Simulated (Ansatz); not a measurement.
# C2H6AlNO: one species, many methods

The task here is to estimate one member of a computed series from the others.

The runs use Ansatz 0.2.0, Gaussian basis; functionals in def2-TZVPP, the program's frozen cores in correlated methods.

The runs, in order: PBE-D4, r2SCAN-D4, PBE0-D4, B3LYP-D4, ωB97X-V, ωB97M-V, B2PLYP; CCSD(T)/def2-TZVPP; MP2/def2-QZVPP; extrapolation to the limit.

### The geometry

All runs share one geometry, relaxed beforehand with PBE0-D4 in a triple-zeta def2 set.

SMILES `[CH3][Al]([NH2])[CH]=O`, 11 atoms, charge 0, spin multiplicity 1.

Atoms are counted from 1 here; the program's logs count them from 0.

Bond lengths: C1–Al2 1.942 Å, C1–H6 1.093 Å, C1–H7 1.094 Å, C1–H8 1.094 Å, Al2–N3 1.769 Å, Al2–C4 2.022 Å, N3–H9 1.008 Å, N3–H10 1.008 Å, C4–O5 1.213 Å, C4–H11 1.123 Å. Angles: Al2–C1–H6 112.6°, Al2–C1–H7 110.8°, Al2–C1–H8 110.8°, H6–C1–H7 108.1°, H6–C1–H8 107.9°, H7–C1–H8 106.5°, C1–Al2–N3 123.2°, C1–Al2–C4 120.8°, N3–Al2–C4 116.0°, Al2–N3–H9 124.9°, Al2–N3–H10 125.3°, H9–N3–H10 109.7°, Al2–C4–O5 118.9°, Al2–C4–H11 123.9°, O5–C4–H11 117.3°.

The first run:

Input file in.yaml:

```yaml
crystal:
  periodic: [false, false, false]
  atoms:
    - {symbol: C, position_ang: [-1.201067, 1.181358, 0.553297]}
    - {symbol: Al, position_ang: [0.137021, -0.129801, 0.042370]}
    - {symbol: N, position_ang: [1.115748, -1.023552, 1.214476]}
    - {symbol: C, position_ang: [0.486178, -0.547912, -1.904453]}
    - {symbol: O, position_ang: [-0.145142, 0.046181, -2.753165]}
    - {symbol: H, position_ang: [-1.237113, 1.344589, 1.633179]}
    - {symbol: H, position_ang: [-1.006072, 2.143813, 0.070919]}
    - {symbol: H, position_ang: [-2.197155, 0.867121, 0.226788]}
    - {symbol: H, position_ang: [1.814756, -1.709592, 0.978197]}
    - {symbol: H, position_ang: [1.060100, -0.925112, 2.215754]}
    - {symbol: H, position_ang: [1.238146, -1.304193, -2.256860]}
basis:
  gaussian: {orbitals: def2-TZVPP}
hamiltonian: {xc: pbe, dispersion: d4}
output: {forces: true, orbitals: {seedname: orbitals}}
```

Command:

```sh
$ ansatz run in.yaml --threads 4 --pin off --events-out ev --progress --plain --max-ram 10444MiB
```

Steps of the session up to this table: PBE-D4 (GGA); r2SCAN-D4 (meta-GGA); PBE0-D4 (hybrid); B3LYP-D4 (hybrid); ωB97X-V (range-separated); ωB97M-V (range-separated); B2PLYP (double hybrid); CCSD(T) in def2-TZVPP; MP2 in def2-QZVPP.

One table of the session follows, with a row left open; its other results are not shown here.

```
            method  atomisation energy (kJ/mol)
            PBE-D4                       4211.0
         r2SCAN-D4                       4118.3
           PBE0-D4                       4109.1
          B3LYP-D4                       4121.7
           ωB97X-V                       4125.2
           ωB97M-V                       4131.9
            B2PLYP                       4078.6
     HF/def2-TZVPP                       2895.0
    MP2/def2-TZVPP                       4073.7
   CCSD/def2-TZVPP                            ?
CCSD(T)/def2-TZVPP                       3998.2
           MP2/CBS                       4192.8
       CCSD(T)/CBS                       4117.2
```

Estimate the missing values for CCSD/def2-TZVPP.

**Answer.** atomisation energy (kJ/mol): 3929.9. In the column «atomisation energy (kJ/mol)» it lies between HF/def2-TZVPP (2895.0) and CCSD(T)/def2-TZVPP (3998.2).

Caveats from the session: Free atoms (2 C, 1 Al, 1 N, 1 O, 6 H) were run apart at each level; the atomisation energy is their sum less the molecule, without zero-point or spin-orbit terms.
